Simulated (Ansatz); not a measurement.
**CH3FOSi: how energies converge with the basis set**

The task here is to estimate one member of a computed series from the others.

The runs use Ansatz 0.2.0, Gaussian basis; one geometry, several basis sets.

Levels to be run: PBE0-D4/def2-SVP; ωB97M-V/def2-SVP; PBE0-D4/def2-QZVPP; ωB97M-V/def2-QZVPP; the functionals' def2-TZVPP values are taken from earlier runs.

## The geometry

The geometry comes from an earlier relaxation with PBE0-D4 in a triple-zeta def2 set; it is a stationary point, not always the lowest conformer.

7 atoms, charge 0, spin multiplicity 1.

Atoms are counted from 1 here; the program's logs count them from 0.

Bond lengths: C1–O2 1.415 Å, C1–H5 1.092 Å, C1–H6 1.092 Å, C1–H7 1.092 Å, O2–Si3 1.628 Å, Si3–F4 1.622 Å. Angles: O2–C1–H5 111.5°, O2–C1–H6 108.9°, O2–C1–H7 108.9°, H5–C1–H6 109.4°, H5–C1–H7 109.4°, H6–C1–H7 108.7°, C1–O2–Si3 132.8°, O2–Si3–F4 102.4°.

Set-up of the first run:

Contents of in.yaml:

```yaml
crystal:
  periodic: [false, false, false]
  atoms:
    - {symbol: C, position_ang: [-0.503555, 0.227098, 0.590963]}
    - {symbol: O, position_ang: [0.658062, 0.670219, -0.085438]}
    - {symbol: Si, position_ang: [1.551000, 0.028464, -1.285651]}
    - {symbol: F, position_ang: [0.775260, -1.362541, -1.591298]}
    - {symbol: H, position_ang: [-0.842010, -0.740100, 0.213769]}
    - {symbol: H, position_ang: [-0.281997, 0.142925, 1.656553]}
    - {symbol: H, position_ang: [-1.295659, 0.965935, 0.455501]}
basis:
  gaussian: {orbitals: def2-SVP}
hamiltonian: {xc: pbe0, dispersion: d4}
output: {orbitals: {seedname: orbitals}}
```

Steps of the session up to this table: PBE0-D4 in def2-SVP; ωB97M-V in def2-SVP; PBE0-D4 in def2-QZVPP; ωB97M-V in def2-QZVPP.

One of the session's tables, all rows but one given; the rest of the session is left out.

It belongs to the step «Functionals by basis». 

```
functional       basis  HOMO (eV)
   PBE0-D4    def2-SVP      -7.47
   PBE0-D4  def2-TZVPP      -7.59
   PBE0-D4  def2-QZVPP      -7.63
   ωB97M-V    def2-SVP      -9.62
   ωB97M-V  def2-TZVPP      -9.77
   ωB97M-V  def2-QZVPP          ?
```

Q: Estimate the row for ωB97M-V, def2-QZVPP from the others.

**Answer.** HOMO (eV): -9.81. In the column «HOMO (eV)» it is the lowest.
